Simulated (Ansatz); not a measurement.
# CuF+ (doublet): from Hartree-Fock to the top rungs, def2-QZVPP

The task here is to estimate one member of a computed series from the others.

Computed with Ansatz 0.2.0, Gaussian basis. Level: def2-QZVPP, core rule «outside noble gas», up to 10 orbitals frozen.

To be run: UHF; ROHF; CCSD(T) on UHF.

2 further runs of the same task are left out: 2 set aside as unsound or not needed.

## What is computed

The geometry is a PBE0/def2-TZVP stationary point (not a proven minimum) of the parent state, kept for this charge and spin.

2 atoms, charge 1, spin multiplicity 2.

Atoms are counted from 1 here; the program's logs count them from 0.

Bond lengths: Cu1–F2 1.765 Å.

Set-up of the first run:

Contents of in.yaml:

```yaml
crystal:
  periodic: [false, false, false]
  atoms:
    - {symbol: Cu, position_ang: [0.000000, 0.000000, 0.000000]}
    - {symbol: F, position_ang: [0.000000, 0.000000, 1.764798]}
basis:
  gaussian: {orbitals: "def2-QZVPP.json"}
total_charge: 1
magnetization: {spin_polarized: true, initial_magnetization: 1}
hamiltonian: {xc: hf}
output: {orbitals: {seedname: orbitals}}
```

Command:

```sh
$ ansatz run in.yaml --threads 1 --pin off --events-out ev --progress --plain --max-ram 4096MiB --backend cpu
```

Steps of the session up to this table: UHF; ROHF; CCSD(T) on UHF.

One of the session's tables, all rows but one given; the rest of the session is left out.

It belongs to the step «Misses and costs». 

```
  method  from UCCSD(T) (meV)
    ROHF             +18551.4
     UHF             +18439.5
    UMP2                    ?
   UCCSD               +643.1
UCCSD(T)                    0
```

Estimate the missing values for UMP2.

As computed: from UCCSD(T) (meV): +34.7. In the column «from UCCSD(T) (meV)» it lies between UCCSD(T) (0) and UCCSD (+643.1).
